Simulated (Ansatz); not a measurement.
# BClH₂O₂ (SMILES OB(O)Cl): one structure at several levels

The task here is to estimate one member of a computed series from the others.

Program: Ansatz 0.2.0, Gaussian basis. Level of theory: single points in def2-TZVPP. These are calculated values, not measurements.

Cores are frozen in the correlated methods.

## Where the work starts

SMILES `OB(O)Cl`, 6 atoms, charge 0, spin multiplicity 1.

Atoms are counted from 1 here; the program's logs count them from 0.

Bond lengths: O1–B2 1.338 Å, O1–H5 0.987 Å, B2–O3 1.279 Å, B2–Cl4 1.706 Å, O3–H6 0.953 Å. Angles: B2–O1–H5 117.4°, O1–B2–O3 121.0°, O1–B2–Cl4 119.8°, O3–B2–Cl4 119.2°, B2–O3–H6 114.7°.

As a file:

```
O     0.1458    0.9698   -0.4738
B    -0.1432   -0.2416    0.0165
O     0.5755   -0.7705    0.9331
Cl   -1.4841   -1.1039   -0.5922
H    -0.4209    1.3095   -1.2072
H     1.3058   -0.2332    1.2269
```

The first run:

The input, run/in.yaml:

```yaml
crystal:
  periodic: [false, false, false]
  atoms:
    - {symbol: O, position_ang: [0.145800, 0.969800, -0.473800]}
    - {symbol: B, position_ang: [-0.143200, -0.241600, 0.016500]}
    - {symbol: O, position_ang: [0.575500, -0.770500, 0.933100]}
    - {symbol: Cl, position_ang: [-1.484100, -1.103900, -0.592200]}
    - {symbol: H, position_ang: [-0.420900, 1.309500, -1.207200]}
    - {symbol: H, position_ang: [1.305800, -0.233200, 1.226900]}
basis:
  gaussian: {orbitals: def2-TZVPP}
correlation: {method: ccsd_t}
output: {forces: true}
```

No record of the launch command was kept for these runs.

Steps of the session up to this table: CCSD(T)/def2-TZVPP; PBE0-D4/def2-TZVPP; wB97M-V/def2-TZVPP; r2SCAN-D4/def2-TZVPP; PBE-D4/def2-TZVPP; LC-wPBE/def2-TZVPP; revPBE-D4/def2-TZVPP.

One table of the session follows, with a row left open; its other results are not shown here.

```
   method  RMS force component (eV/Å)  angle to CCSD(T) forces (°)  dipole (D)
  CCSD(T)                       1.514                    reference        1.82
  PBE0-D4                           ?                            ?           ?
  wB97M-V                       1.436                          2.6        1.86
r2SCAN-D4                       1.412                          2.3        1.89
   PBE-D4                       1.477                          8.4        1.85
  LC-wPBE                       1.387                          3.4        1.90
revPBE-D4                       1.562                          8.4        1.84
```

Q: Estimate the row for PBE0-D4 from the others.

The run gave: RMS force component (eV/Å): 1.386; angle to CCSD(T) forces (°): 3.8; dipole (D): 1.87. In the column «RMS force component (eV/Å)» it is the lowest.
